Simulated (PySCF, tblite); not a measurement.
**C₃H₆FOSi radical: geometry, infrared bands and EPR parameters**

Wanted: the infrared bands and EPR parameters of C₃H₆FOSi radical (`CO[C@@H]1[SiH][C@H]1F`), by calculation.

Computed with tblite 0.8.0 and PySCF 2.14.0, with density-fitted response routines of our own, on a single molecule in the gas phase. Atoms are numbered from 0 throughout.

### 1 Starting geometry

12 atoms, charge 0, multiplicity 2; geometry from: force field or distance geometry start.

Bonds of the start (Å): C0–O1 1.40, O1–C2 1.37, C2–Si3 1.88, Si3–C4 1.88, C4–F5 1.40, C4–C2 1.53, C0–H6 1.11, C0–H7 1.11, C0–H8 1.10, C2–H9 1.11, Si3–H10 1.46, C4–H11 1.10.

### 2 Relaxing the molecule with GFN2-xTB

The job: settings as JSON, then the geometry in Å.

```
{"job": {"kind": "relax", "xc": "GFN2-xTB", "basis": "xTB"}, "charge": 0, "multiplicity": 2}
C      1.846600     0.534800     0.180200
O      0.507500     0.587400     0.600300
C     -0.303800    -0.235400    -0.144300
Si    -2.019800     0.416500    -0.553800
C     -1.429600    -0.909300     0.643100
F     -1.662800    -2.201400     0.163500
H      2.486200     1.203300     0.800300
H      2.219700    -0.511300     0.196900
H      1.888400     0.888000    -0.855700
H      0.148900    -0.810200    -0.976300
H     -2.243200     1.767400    -0.046900
H     -1.436800    -0.730400     1.731500
```

The run is started by

```
> OMP_NUM_THREADS=1 python probes_run.py task.json out
```

One launch serves the whole session: the jobs run in the order shown.

**Question.** This job is followed by: GFN2-xTB harmonic vibrations, gas phase; UKS B3LYP, pcH-1 on C F H O Si, non-relativistic, mean-field spin-orbit, GIAO. What will the session give for the following? strongest single infrared mode (GFN2-xTB); zero-point energy (GFN2-xTB); g(iso) (B3LYP); ⟨S²⟩; largest a(iso) (averaged by class); potential on the surface of density 0.002 e/bohr³, 1st and 99th percentile.

The runs gave:

```
                                                                  quantity                    value
                                 strongest single infrared mode (GFN2-xTB)    2241 cm⁻¹, 276 km/mol
                                              zero-point energy (GFN2-xTB)            51.8 kcal/mol
                                                            g(iso) (B3LYP)                  2.00662
                                                                      ⟨S²⟩       0.753 (exact 0.75)
                                        largest a(iso) (averaged by class)  29Si on Si3, -520.8 MHz
potential on the surface of density 0.002 e/bohr³, 1st and 99th percentile       -1.11 V and 0.97 V
```

In words: The optimisation took 78 steps and gained 0.405 eV; among the close pairs (by a distance rule), C2–Si3 changed most, from 1.881 to 1.923 Å. All 30 modes are real, so the xTB geometry is a minimum. The strongest single mode, at 2241 cm⁻¹, moves mainly H10. Unscaled tight-binding wavenumbers are off by several per cent, some by more. Its intensities can rank the bands wrongly. Most of the unpaired spin sits on Si3 (0.75 e). The isotropic g lies 4.3 ppt above the free-electron value. These values are for one conformer; the search (at its own cheap level) found 1 more, at 0.38 kcal/mol, and measured spectra average over such forms.
